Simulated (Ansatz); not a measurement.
# CH3ClSSi: the cost of one run

Computed with Ansatz 0.2.0, driven from Python. Level of theory: CAM-B3LYP/cc-pVDZ.

**1. Starting point**

Bond lengths: Cl1–Si2 2.075 Å, Si2–C3 1.802 Å, Si2–S4 2.243 Å, C3–S4 1.769 Å, Si2–H5 1.473 Å, C3–H6 1.098 Å, C3–H7 1.043 Å. Angles: Cl1–Si2–C3 117.5°, Cl1–Si2–S4 104.3°, Cl1–Si2–H5 115.3°, C3–Si2–S4 50.4°, C3–Si2–H5 126.0°, S4–Si2–H5 106.0°, Si2–C3–S4 77.8°, Si2–C3–H6 117.2°, Si2–C3–H7 118.9°, S4–C3–H6 111.6°, S4–C3–H7 115.7°, H6–C3–H7 111.5°, Si2–S4–C3 51.7°.

ch3clssi.xyz, read by the script:

```xyz
7

Cl    1.10020   -1.74260   -1.45780
Si   -0.26060   -0.83880   -0.17760
C    -0.14140    0.94620    0.03540
S     1.01170    0.34910    1.23680
H    -1.04620   -1.76120    0.66010
H     0.36050    1.51440   -0.75830
H    -0.96300    1.46490    0.41560
```

**2. The script**

Contents of run_scan.py:

```python
"""Stretching a bond of CH3ClSSi, the rest held rigid."""

import logging
import sys

import ansatz as az
import matplotlib.pyplot as plt
import numpy as np

logging.basicConfig(stream=sys.stdout, format="%(levelname)s %(message)s")
log = logging.getLogger("ansatz_job")
log.setLevel(logging.INFO)

system = az.Crystal.molecule_from_extxyz("ch3clssi.xyz")

symbols = [site.symbol for site in system.cartesian_sites]
start = np.array([site.position_ang for site in system.cartesian_sites])
axis = (start[5] - start[2]) / np.linalg.norm(start[5] - start[2])
moving = [5]
lengths, energies = [0.966, 1.01, 1.054, 1.098, 1.141, 1.185, 1.229, 1.295], []
for length in lengths:
    xyz = start.copy()
    xyz[moving] += (length - np.linalg.norm(start[5] - start[2])) * axis
    point = az.Crystal.molecule()
    for symbol, place in zip(symbols, xyz):
        point = point.atom(symbol, place.tolist())
    base = point.calculation().basis(gaussian="cc-pVDZ").functional("cam_b3lyp")
    summary = base.run().report
    energies.append(summary["free_energy_ev"])
    log.info(f"r = {length:6.3f} A  E = {energies[-1]:.5f} eV  <S^2> = {abs(summary['mean_field']['state']['spin_squared']):.3f}")

# quartic fit about the minimum
fit = np.polynomial.Polynomial.fit(lengths, np.array(energies) - min(energies), 4).convert()
roots = [r.real for r in fit.deriv().roots() if abs(r.imag) < 1e-9 and fit.deriv(2)(r.real) > 0]
r_e = min(roots, key=lambda r: abs(r - lengths[int(np.argmin(energies))]))
log.info(f"minimum of the fit at {r_e:.4f} A, force constant {fit.deriv(2)(r_e):.2f} eV/A^2")
plt.figure(figsize=(4.5, 3))
plt.plot(lengths, np.array(energies) - min(energies), "o-")
plt.xlabel("bond length (A)")
plt.ylabel("E - E(min) (eV)")
plt.tight_layout()
plt.savefig("scan.png", dpi=100)
```

**3. What the engine is handed**

The engine receives this input (first run):

```yaml
crystal:
  periodic: [false, false, false]
  atoms:
    - { symbol: Cl, position_ang: [1.1002, -1.7426, -1.4578] }
    - { symbol: Si, position_ang: [-0.2606, -0.8388, -0.1776] }
    - { symbol: C, position_ang: [-0.1414, 0.9462, 0.0354] }
    - { symbol: S, position_ang: [1.0117, 0.3491, 1.2368] }
    - { symbol: H, position_ang: [-1.0462, -1.7612, 0.6601] }
    - { symbol: H, position_ang: [0.30032527125554415, 1.4462763082833237, -0.6631402426689089] }
    - { symbol: H, position_ang: [-0.963, 1.4649, 0.4156] }
basis:
  gaussian:
    orbitals: cc-pVDZ
hamiltonian:
  xc: cam_b3lyp
```

**4. The run**

Launch:

```
$ python run_scan.py
```

**Question.** How long does this script take on 1 thread of Arm Neoverse V2, shared host, and how much memory does it need?

About 25 s, with a peak of 0.29 GiB.
